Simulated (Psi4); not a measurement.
# r2SCAN/def2-SVP (core potential, sweep point 1) run of BrH2In (SMILES [H][In]([H])[Br])

Wanted: a structure relaxation of BrH2In. The job is set up through a Python script.

Program for the calculation: Psi4 1.11.

## Step 1: The structure to begin with

The species is BrH2In (4 atoms), typed as a singlet with charge 0. As SMILES, `[H][In]([H])[Br]`. Geometry: a GFN2-xTB relaxation, a rough one for these elements and not checked as a minimum. The run starts from this shape.

Bond lengths: In1–Br4 2.455 Å, In1–H2 1.709 Å, In1–H3 1.708 Å. Angles: H2–In1–Br4 119.1°, H3–In1–Br4 119.2°, H2–In1–H3 121.7°.

## Step 2: A geometry optimisation at r2SCAN/def2-SVP (core potential, sweep point 1)

Contents of brh2in.py:

```python
import psi4

psi4.set_memory('1600 MB')
psi4.set_num_threads(1)
psi4.core.set_output_file('brh2in.out', False)

geom = psi4.geometry("""
In     0.100830     0.170160    -0.002840
H      1.808980     0.117430     0.011400
H     -0.751840     1.649560    -0.020100
Br    -1.157970    -1.937140     0.011540
symmetry c1
""")

options = {'basis': 'def2-SVP', 'reference': 'rks', 'puream': True, 'scf_type': 'pk', 'dft_radial_points': 99, 'dft_spherical_points': 590, 'g_convergence': 'gau_tight', 'geom_maxiter': 50}
psi4.set_options(options)

energy_value, wavefunction = psi4.optimize('R2SCAN', return_wfn=True)
print('E =', round(energy_value, 9))
print(geom.to_string(dtype='xyz', units='Angstrom'))
```

Command:

```console
python brh2in.py
```

**Question.** What will come out? Wanted: total energy at the end; dipole moment; HOMO energy; LUMO energy; HOMO–LUMO gap.

Computed results:

Level: r2SCAN/def2-SVP (core potential, sweep point 1).

| quantity | value |
| --- | --- |
| total energy at the end | -2765.26331 Eh |
| dipole moment | 2.74 D |
| HOMO energy | -6.75 eV |
| LUMO energy | -2.43 eV |
| HOMO–LUMO gap | 4.31 eV |

At the final geometry: Bond lengths: In1–Br4 2.507 Å, In1–H2 1.712 Å, In1–H3 1.712 Å. Angles: H2–In1–Br4 112.5°, H3–In1–Br4 112.5°, H2–In1–H3 135.0°. The optimisation took 7 steps and changed the energy by -0.057 eV.
